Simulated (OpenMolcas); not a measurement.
# Cu³⁺ among point charges: CASSCF levels and susceptibility

How does a field of 6 point charges split the states of Cu³⁺, and what χT follows?

Program: OpenMolcas 26.06. Level of theory: state-averaged CASSCF, spin-orbit coupling by RASSI with atomic mean-field integrals. These are calculated values, not measurements, unless marked.

### 1 Starting point

| Quantity | Value |
| --- | --- |
| Species | Cu³⁺ (copper, Z = 29, 26 electrons) |
| Basis | ANO-RCC-VTZP [6s5p3d2f1g], 59 functions |
| Scalar Hamiltonian | DKH2, point nucleus |
| Inactive shells | 1s 2s 2p 3s 3p |
| Active space | 8 electrons in 5 orbitals (3d) |
| Some configurations of this space | 3d⁸ |
| Orbitals | optimised for each spin and parity, averaged over all roots |

The outer shells:

3d8
```
3d [↑↓][↑↓][↑↓][↑ ][↑ ]
```

The ion sits among 6 point charges of -2 e arranged as a tetragonal octahedron (D4h), 1.83 Å from the ion, with the axial distance 1.574 Å.

The work runs as a chain of OpenMolcas steps in one folder; each step below is one input file. The outputs are cut to the sections that carry results. Labels, J, g values, rates, χT and fits are worked out afterwards by a script from the matrices that RASSI stores. The input lists half of the charges; inversion (Group=XYZ) makes the rest.

### 2 One- and two-electron integrals

The input, a.inp:

```
&GATEWAY
Coord
1

Cu 0.0 0.0 0.0
Basis=ANO-RCC-VTZP
Group=XYZ
NoMove
AngMom=0.0 0.0 0.0
AMFI
XField
3 Angstrom 0
1.830000 0.000000 0.000000 -2.000000
0.000000 1.830000 0.000000 -2.000000
0.000000 0.000000 1.573800 -2.000000
&SEWARD
```

Command:

```bash
OMP_NUM_THREADS=1 MOLCAS_MEM=1689 MOLCAS_PROJECT=a pymolcas a.inp > a.log
```

### 3 CASSCF: triplets of even parity, 10 roots

The input, a.inp:

```
&RASSCF
FileOrb=start.orb
Symmetry=1
Spin=3
nActEl=8 0 0
Inactive=3 6
Ras2=5 0
CIRoot=10 10 1
SDav=10
CIMx=300
Iter=120 100
PrWF=0.3
OrbListing=Nothing
MaxOrb=0
>>> COPY $Project.JobIph JOB001
```

start.orb holds the contracted functions of the basis, ordered by shell, or the orbitals of the step before.

### 4 Reference wave functions, singlets of even parity, 15 roots

The input, a.inp:

```
&RASSCF
FileOrb=start.orb
Symmetry=1
Spin=1
nActEl=8 0 0
Inactive=3 6
Ras2=5 0
CIRoot=15 15 1
SDav=15
CIMx=300
Iter=120 100
PrWF=0.3
OrbListing=Nothing
MaxOrb=0
>>> COPY $Project.JobIph JOB002
```

### 5 RASSI: spin-orbit coupling between the states

The input, a.inp:

```
&RASSI
NrOfJobIphs=2 10 15
1 2 3 4 5 6 7 8 9 10
1 2 3 4 5 6 7 8 9 10 11 12 13 14 15
IphNames
JOB001
JOB002
EJob
SpinOrbit
DIPRint=1.0
SOCoupling=1000.0
Subsets=2
Property=9
'ANGMOM' 1 'ANGMOM' 2 'ANGMOM' 3 'MLTPL  1' 1 'MLTPL  1' 2 'MLTPL  1' 3
'AMFI' 1 'AMFI' 2 'AMFI' 3
SOProperty=3
'ANGMOM' 1 'ANGMOM' 2 'ANGMOM' 3
```

Q: Predict the outcome of this session. Wanted: spin-free ground state; first state of the same spin within the active space; lowest level; next level.

**Answer**, as computed:

```
                                            quantity                            value
                                              method                           CASSCF
                              spin-free ground state  3B1, 1-fold in its orbital part
first state of the same spin within the active space                  3E at 2660 cm⁻¹
                                        lowest level                        1-fold B2
                                          next level                        40.7 cm⁻¹
                                         χT at 300 K                   2.20 cm³ K/mol
                           effective moment at 300 K                          4.19 μB
```

The spin-free ground state (3B1) comes to 100 % from free-ion F terms and keeps the highest spin of the shell. χT at 300 K is 2.20, against 1.00 cm³ K/mol for the spin alone, so orbital moment adds to it. Point charges leave out covalency, so the field and the spin state can differ from those of real complexes. Point charges carry no covalency, so the field is a model and not that of real ligands.
